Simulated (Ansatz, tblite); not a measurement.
# In7N7 zinc blende off sphere (In₇N₇H₂₀): one state, many levels

How do method and basis change the picture of In7N7 zinc blende off sphere (In₇N₇H₂₀) (singlet)?

Program: Ansatz 0.2.0, Gaussian basis. Level of theory: as each input shows. These are calculated values, not measurements.

Plan: GFN1-xTB, GFN2-xTB, PBE-D4/def2-TZVP, r2SCAN-D4/def2-TZVP, PBE-D4/def2-SVP, PBE0-D4/def2-SVP.

1 further run of the same task is left out (set aside as unsound or not needed).

### Step 1. The geometry

The singlet was relaxed beforehand with PBE-D4/def2-SVP.

34 atoms, charge 0, spin multiplicity 1.

Bond lengths: In1–N9 2.301 Å, In1–N10 2.209 Å, In1–H15 1.750 Å, In1–H16 1.750 Å, In2–N8 2.189 Å, In2–N11 2.189 Å, In2–N12 2.189 Å, In2–H17 1.742 Å, In3–N9 2.151 Å, In3–N11 2.316 Å, In3–N13 2.151 Å, In3–H18 1.735 Å, In4–N8 2.316 Å, In4–N9 2.151 Å, In4–N14 2.150 Å, In4–H19 1.735 Å, In5–N10 2.209 Å, In5–N14 2.301 Å and more. Angles: N9–In1–N10 97.7°, N9–In1–H15 103.2°, N9–In1–H16 103.2°, N10–In1–H15 110.3°, N10–In1–H16 110.2°, H15–In1–H16 127.3°, N8–In2–N11 101.8°, N8–In2–N12 101.7°, N8–In2–H17 116.4°, N11–In2–N12 101.6°, N11–In2–H17 116.4°, N12–In2–H17 116.4°, N9–In3–N11 103.2°, N9–In3–N13 103.8°, N9–In3–H18 121.0°, N11–In3–N13 103.1°, N11–In3–H18 101.7°, N13–In3–H18 121.0° and more.

As a file:

```mol
H20In7N7
  3D, bonds by distance, orders not assigned

 34 38  0  0  0  0  0  0  0  0999 V2000
    0.6501   -3.2924    0.6498 In  0  0
   -2.0304    2.0328   -2.0276 In  0  0
    0.7442   -0.7472   -1.9019 In  0  0
   -1.9020   -0.7469    0.7485 In  0  0
    0.6537   -0.6554    3.2902 In  0  0
    0.7481    1.9000    0.7482 In  0  0
    3.2908   -0.6538    0.6492 In  0  0
   -3.0688    0.6710   -0.6638 N   0  0
   -0.5923   -1.8042   -0.5900 N   0  0
    1.8127   -1.8149    1.8096 N   0  0
   -0.6687    0.6705   -3.0680 N   0  0
   -0.6641    3.0698   -0.6673 N   0  0
    1.8030    0.5887   -0.5908 N   0  0
   -0.5887    0.5884    1.8053 N   0  0
    1.6687   -4.0587   -0.5492 H   0  0
   -0.5468   -4.0579    1.6716 H   0  0
   -3.0371    3.0390   -3.0316 H   0  0
    1.5626   -1.5677   -3.1938 H   0  0
   -3.1932   -1.5667    1.5685 H   0  0
   -0.5440   -1.6763    4.0556 H   0  0
    1.6754    0.5409    4.0568 H   0  0
    1.5692    3.1897    1.5693 H   0  0
    4.0566   -1.6733   -0.5495 H   0  0
    4.0566    0.5436    1.6701 H   0  0
   -3.7110    0.0745   -1.2092 H   0  0
   -3.7059    1.2186   -0.0639 H   0  0
   -1.1696   -2.4393   -1.1663 H   0  0
    2.4115   -2.4141    2.4071 H   0  0
   -1.2147    0.0743   -3.7100 H   0  0
   -0.0690    1.2179   -3.7055 H   0  0
   -0.0634    3.7057   -1.2155 H   0  0
   -1.2076    3.7133   -0.0704 H   0  0
    2.4381    1.1652   -1.1677 H   0  0
   -1.1642    1.1646    2.4421 H   0  0
  1  9  8  0
  1 10  8  0
  1 15  8  0
  1 16  8  0
  2  8  8  0
  2 11  8  0
  2 12  8  0
  2 17  8  0
  3  9  8  0
  3 11  8  0
  3 13  8  0
  3 18  8  0
  4  8  8  0
  4  9  8  0
  4 14  8  0
  4 19  8  0
  5 10  8  0
  5 14  8  0
  5 20  8  0
  5 21  8  0
  6 12  8  0
  6 13  8  0
  6 14  8  0
  6 22  8  0
  7 10  8  0
  7 13  8  0
  7 23  8  0
  7 24  8  0
  8 25  8  0
  8 26  8  0
  9 27  8  0
 10 28  8  0
 11 29  8  0
 11 30  8  0
 12 31  8  0
 12 32  8  0
 13 33  8  0
 14 34  8  0
M  END
```

In takes a core potential in the def2 sets. No spin-orbit coupling is included.

PBE0-D4/def2-TZVP was run before; its log isn't repeated, and its numbers join the tables.

### Step 2. GFN1-xTB

Tight binding, by tblite at 300 K electronic temperature and without a spin-polarisation term:

```python
tblite.interface.Calculator('GFN1-xTB', numbers, positions, charge=0, uhf=0).singlepoint()
```

Energy -1195.7670 eV, HOMO -8.30 eV, LUMO -5.40 eV; 0.082 s.

### Step 3. GFN2-xTB

Tight binding, by tblite at 300 K electronic temperature and without a spin-polarisation term:

```python
tblite.interface.Calculator('GFN2-xTB', numbers, positions, charge=0, uhf=0).singlepoint()
```

Energy -1065.8312 eV, HOMO -10.35 eV, LUMO -7.86 eV; 0.063 s.

### Step 4. PBE-D4/def2-TZVP

start.molden holds the orbitals of an earlier run on this state, given as this run's starting guess.

Contents of in.yaml:

```yaml
crystal:
  periodic: [false, false, false]
  atoms:
    - {symbol: In, position_ang: [0.650081, -3.292397, 0.649842]}
    - {symbol: In, position_ang: [-2.030371, 2.032781, -2.027588]}
    - {symbol: In, position_ang: [0.744243, -0.747216, -1.901928]}
    - {symbol: In, position_ang: [-1.901985, -0.746859, 0.748482]}
    - {symbol: In, position_ang: [0.653749, -0.655401, 3.290183]}
    - {symbol: In, position_ang: [0.748117, 1.899979, 0.748157]}
    - {symbol: In, position_ang: [3.290786, -0.653822, 0.649172]}
    - {symbol: N, position_ang: [-3.068759, 0.670990, -0.663760]}
    - {symbol: N, position_ang: [-0.592347, -1.804163, -0.590037]}
    - {symbol: N, position_ang: [1.812662, -1.814916, 1.809606]}
    - {symbol: N, position_ang: [-0.668674, 0.670516, -3.068032]}
    - {symbol: N, position_ang: [-0.664133, 3.069849, -0.667284]}
    - {symbol: N, position_ang: [1.802989, 0.588692, -0.590769]}
    - {symbol: N, position_ang: [-0.588703, 0.588441, 1.805297]}
    - {symbol: H, position_ang: [1.668746, -4.058730, -0.549195]}
    - {symbol: H, position_ang: [-0.546822, -4.057853, 1.671646]}
    - {symbol: H, position_ang: [-3.037109, 3.039033, -3.031569]}
    - {symbol: H, position_ang: [1.562632, -1.567745, -3.193783]}
    - {symbol: H, position_ang: [-3.193215, -1.566659, 1.568542]}
    - {symbol: H, position_ang: [-0.543965, -1.676298, 4.055614]}
    - {symbol: H, position_ang: [1.675386, 0.540897, 4.056790]}
    - {symbol: H, position_ang: [1.569203, 3.189708, 1.569278]}
    - {symbol: H, position_ang: [4.056649, -1.673278, -0.549491]}
    - {symbol: H, position_ang: [4.056642, 0.543628, 1.670115]}
    - {symbol: H, position_ang: [-3.711020, 0.074544, -1.209185]}
    - {symbol: H, position_ang: [-3.705935, 1.218584, -0.063858]}
    - {symbol: H, position_ang: [-1.169561, -2.439303, -1.166274]}
    - {symbol: H, position_ang: [2.411493, -2.414115, 2.407084]}
    - {symbol: H, position_ang: [-1.214655, 0.074269, -3.709992]}
    - {symbol: H, position_ang: [-0.068952, 1.217949, -3.705517]}
    - {symbol: H, position_ang: [-0.063444, 3.705732, -1.215518]}
    - {symbol: H, position_ang: [-1.207638, 3.713300, -0.070387]}
    - {symbol: H, position_ang: [2.438069, 1.165249, -1.167724]}
    - {symbol: H, position_ang: [-1.164160, 1.164615, 2.442090]}
basis:
  gaussian: {orbitals: def2-TZVP, fitting: {mean_field: def2-universal-jkfit}, initial_orbitals: start.molden}
hamiltonian: {xc: pbe, dispersion: d4}
scf: {omitted_lower_state_checks: [starts]}
output: {orbitals: {seedname: orbitals}}
```

Started as:

```bash
$ ansatz run in.yaml --threads 2 --pin off --events-out ev --progress --plain --max-ram 32768MiB --backend cuda --devices 0, --max-vram 18GiB
```

Log:

```text
Functional definition: PBE
  name "PBE"
  cite "Perdew, Burke & Ernzerhof, Phys. Rev. Lett. 77, 3865 (1996) doi:10.1103/PhysRevLett.77.3865"
  parent pbe
  parameter kappa = 0.804
  parameter beta = 0.06672455060314922
  exchange = pbe_x(kappa = kappa, mu = beta*pi^2/3)
  correlation = pbe_c(beta = beta)
these checks for a lower state are left out or cut short: starts
2425 factors; integrals over basis functions are off by at most 6.3e-1 eV
mean field evaluation 1: about -46969.6674 eV, gradient 1.7e1 eV
mean field evaluation 2: about -46970.1895 eV, gradient 5.1e-1 eV
mean field evaluation 4: about -46970.1906 eV, gradient 2.1e-3 eV
mean field -46970.19063667 eV, -1726.1226683589 hartree, gradient 1.9e-5 eV, S^2 0.000000; 0 other end points of the search recorded, 0 dependent functions left out
reference -46970.19077466 eV, -1726.1226734301 hartree; 108, 108 occupied and 579, 579 virtual orbitals, 2425 factors
Total energy: -46971.96969486 eV, -1726.1880475416 hartree
Checks for a lower state left out: starts
```

Wall time 6 s (1 × H100 (card shared with other runs) with 2 threads of AMD EPYC 7R13, shared host); peak host memory 1 GiB.

From the report: HOMO -5.60 eV, LUMO -2.30 eV.

### Step 5. r2SCAN-D4/def2-TZVP

Edit in.yaml of step 4 so:

```diff
@@ -39,3 +39,3 @@
   gaussian: {orbitals: def2-TZVP, fitting: {mean_field: def2-universal-jkfit}, initial_orbitals: start.molden}
-hamiltonian: {xc: pbe, dispersion: d4}
+hamiltonian: {xc: r2scan, dispersion: d4}
 scf: {omitted_lower_state_checks: [starts]}
```

Same command.

Log:

```text
Functional definition: r2SCAN
  name "r2SCAN"
  cite "Furness, Kaplan, Ning, Perdew & Sun, J. Phys. Chem. Lett. 11, 8208 (2020) doi:10.1021/acs.jpclett.0c02405"
  cite "Furness, Kaplan, Ning, Perdew & Sun, J. Phys. Chem. Lett. 11, 9248 (2020) doi:10.1021/acs.jpclett.0c03077"
  parent r2scan
  parameter k0 = 0.174
  parameter k1 = 0.065
  parameter a1 = 4.9479
  exchange = r2scan_x(k0 = k0, k1 = k1, a1 = a1)
  correlation = r2scan_c
these checks for a lower state are left out or cut short: starts
2425 factors; integrals over basis functions are off by at most 6.3e-1 eV
mean field evaluation 1: about -46991.6704 eV, gradient 1.0e1 eV
mean field evaluation 2: about -46991.8328 eV, gradient 1.8e-1 eV
mean field evaluation 4: about -46991.8484 eV, gradient 3.6e-4 eV
mean field -46991.84840188 eV, -1726.9185765501 hartree, gradient 2.4e-5 eV, S^2 0.000000; 0 other end points of the search recorded, 0 dependent functions left out
reference -46991.84844678 eV, -1726.9185782002 hartree; 108, 108 occupied and 579, 579 virtual orbitals, 2425 factors
Total energy: -46992.33780906 eV, -1726.9365619322 hartree
Checks for a lower state left out: starts
```

It took 7.5 s on 1 × H100 (card shared with other runs) with 2 threads of AMD EPYC 7R13, shared host; peak host memory 1.1 GiB.

From the report: HOMO -5.84 eV, LUMO -2.01 eV.

### Step 6. PBE-D4/def2-SVP

Edit in.yaml of step 5 so:

```diff
@@ -38,4 +38,4 @@
 basis:
-  gaussian: {orbitals: def2-TZVP, fitting: {mean_field: def2-universal-jkfit}, initial_orbitals: start.molden}
-hamiltonian: {xc: r2scan, dispersion: d4}
+  gaussian: {orbitals: def2-SVP, initial_orbitals: start.molden}
+hamiltonian: {xc: pbe, dispersion: d4}
 scf: {omitted_lower_state_checks: [starts]}
```

Same command.

Log:

```text
Functional definition: PBE
  name "PBE"
  cite "Perdew, Burke & Ernzerhof, Phys. Rev. Lett. 77, 3865 (1996) doi:10.1103/PhysRevLett.77.3865"
  parent pbe
  parameter kappa = 0.804
  parameter beta = 0.06672455060314922
  exchange = pbe_x(kappa = kappa, mu = beta*pi^2/3)
  correlation = pbe_c(beta = beta)
these checks for a lower state are left out or cut short: starts
4576 factors; their error is unknown
mean field evaluation 1: about -46954.4257 eV, gradient 6.9e1 eV
mean field evaluation 2: about -46956.1147 eV, gradient 2.4e0 eV
mean field evaluation 4: about -46956.0325 eV, gradient 3.0e-1 eV
mean field evaluation 8: about -46956.0327 eV, gradient 1.0e-5 eV
mean field -46956.03271619 eV, -1725.6023743780 hartree, gradient 1.0e-5 eV, S^2 0.000000; 0 other end points of the search recorded, 0 dependent functions left out
reference -46956.03282556 eV, -1725.6023783973 hartree; 108, 108 occupied and 272, 272 virtual orbitals, 4576 factors
Total energy: -46957.81174576 eV, -1725.6677525088 hartree
Checks for a lower state left out: starts
```

It took 6.5 s on 1 × H100 (card shared with other runs) with 2 threads of AMD EPYC 7R13, shared host; peak host memory 1.1 GiB.

From the report: HOMO -5.51 eV, LUMO -2.04 eV.

### Step 7. PBE0-D4/def2-SVP

Edit in.yaml of step 6 so:

```diff
@@ -39,3 +39,3 @@
   gaussian: {orbitals: def2-SVP, initial_orbitals: start.molden}
-hamiltonian: {xc: pbe, dispersion: d4}
+hamiltonian: {xc: pbe0, dispersion: d4}
 scf: {omitted_lower_state_checks: [starts]}
```

The command is unchanged.

Log:

```text
Functional definition: PBE0
  name "PBE0"
  cite "Adamo & Barone, J. Chem. Phys. 110, 6158 (1999) doi:10.1063/1.478522"
  cite "Perdew, Burke & Ernzerhof, Phys. Rev. Lett. 77, 3865 (1996) doi:10.1103/PhysRevLett.77.3865"
  parent pbe
  parameter a = 0.25
  parameter kappa = 0.804
  parameter beta = 0.06672455060314922
  exchange = (1 - a)*pbe_x(kappa = kappa, mu = beta*pi^2/3) + a*exact_x
  correlation = pbe_c(beta = beta)
these checks for a lower state are left out or cut short: starts
4405 factors; integrals over basis functions are off by at most 7.1e-4 eV
mean field evaluation 1: about -46955.5505 eV, gradient 6.8e1 eV
mean field evaluation 2: about -46956.7003 eV, gradient 1.3e0 eV
mean field evaluation 4: about -46957.0835 eV, gradient 7.2e-3 eV
mean field -46957.08346504 eV, -1725.6409886859 hartree, gradient 4.9e-5 eV, S^2 0.000000; 0 other end points of the search recorded, 0 dependent functions left out
reference -46957.08354665 eV, -1725.6409916851 hartree; 108, 108 occupied and 272, 272 virtual orbitals, 4405 factors
Total energy: -46958.67592773 eV, -1725.6995106105 hartree
Checks for a lower state left out: starts
```

Wall time 8 s (1 × H100 (card shared with other runs) with 2 threads of AMD EPYC 7R13, shared host); peak host memory 1.1 GiB.

From the report: HOMO -6.66 eV, LUMO -1.19 eV.

### Step 8. Levels side by side

| level | functions | HOMO (eV) | LUMO (eV) | gap (eV) | time |
| --- | --- | --- | --- | --- | --- |
| PBE-D4/def2-SVP | 380 | -5.51 | -2.04 | 3.47 | 6.5 s |
| PBE-D4/def2-TZVP | 687 | -5.60 | -2.30 | 3.30 | 6 s |
| r2SCAN-D4/def2-TZVP | 687 | -5.84 | -2.01 | 3.83 | 7.5 s |
| PBE0-D4/def2-SVP | 380 | -6.66 | -1.19 | 5.46 | 8 s |
| PBE0-D4/def2-TZVP | 687 | -6.74 | -1.51 | 5.23 | 11 s |

### Step 9. Binding energy

Free atoms were run apart at each level; binding is atoms less cluster, divided by the number of atoms, without zero-point or spin-orbit terms.

| level | binding an atom (eV) |
| --- | --- |
| PBE-D4/def2-SVP | 2.918 |
| PBE-D4/def2-TZVP | 2.921 |
| r2SCAN-D4/def2-TZVP | 2.882 |
| PBE0-D4/def2-SVP | 2.861 |
| PBE0-D4/def2-TZVP | 2.865 |

### Step 10. Outcome

```
                                                 quantity                                value
gap in def2-TZVP, named functionals, smallest and largest  3.30 eV (PBE-D4), 5.23 eV (PBE0-D4)
                binding an atom, functionals in def2-TZVP   2.86 (PBE0-D4) to 2.92 eV (PBE-D4)
          PBE0 total energy, smallest basis above largest       13.75 eV (def2-SVP, def2-TZVP)
```

Over the named functionals in def2-TZVP the gap runs from 3.30 eV (PBE-D4) to 5.23 eV (PBE0-D4); exact exchange widens it.

The slowest run with a step of its own, PBE0-D4/def2-SVP, took 8 s; the quickest functional in def2-TZVP took 6 s (shared host).
